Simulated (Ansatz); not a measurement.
## NbSi under changes of volume

One of the cells (17.051 Å³/atom); the others are scaled copies at fixed shape and fractional positions:

```
Nb Si
1.0
     0.00000    2.57383    2.57383
     2.57383    0.00000    2.57383
     2.57383    2.57383    0.00000
Nb Si
1 1
Direct
  0.00000 0.00000 0.00000
  0.50000 0.50000 0.50000
```

The cell was built by a generator and needn't be a form met in nature.

| Quantity | Value |
| --- | --- |
| Program | Ansatz 0.2.0 |
| Functional | PBE |
| Potentials or basis | Ansatz PAW |
| Cutoff | 420 eV (not typed: the program's choice for these potentials) |
| k mesh | 9 × 9 × 9 |
| Occupations | fermi-dirac, width 0.05 eV |
| Spin | no spin polarisation |

```csv
volume (Å³/atom),energy over the lowest point (meV/atom),pressure (GPa)
16.028,32.00,10.5
16.369,13.80,6.6
16.710,3.36,3.1
17.051,0.00,0.0
17.392,?,?
17.733,11.93,-5.5
18.074,26.07,-7.8
```

Q: What does the run at 17.392 Å³/atom give?

A: Energy over the lowest point 3.06 meV/atom; pressure -2.9 GPa.

Worked out: A Birch-Murnaghan fit of order 3 (a polynomial in V^(-2/3)) to the other rows has its minimum at 17.05 Å³/atom with B0 = V·E''(V) = 150 GPa and B' = 3.8. It gives 3.05 meV/atom at 17.392 Å³/atom, against the run's 3.06, and -dE/dV = -2.8 GPa, against -2.9.

Energies are extrapolated to zero smearing.
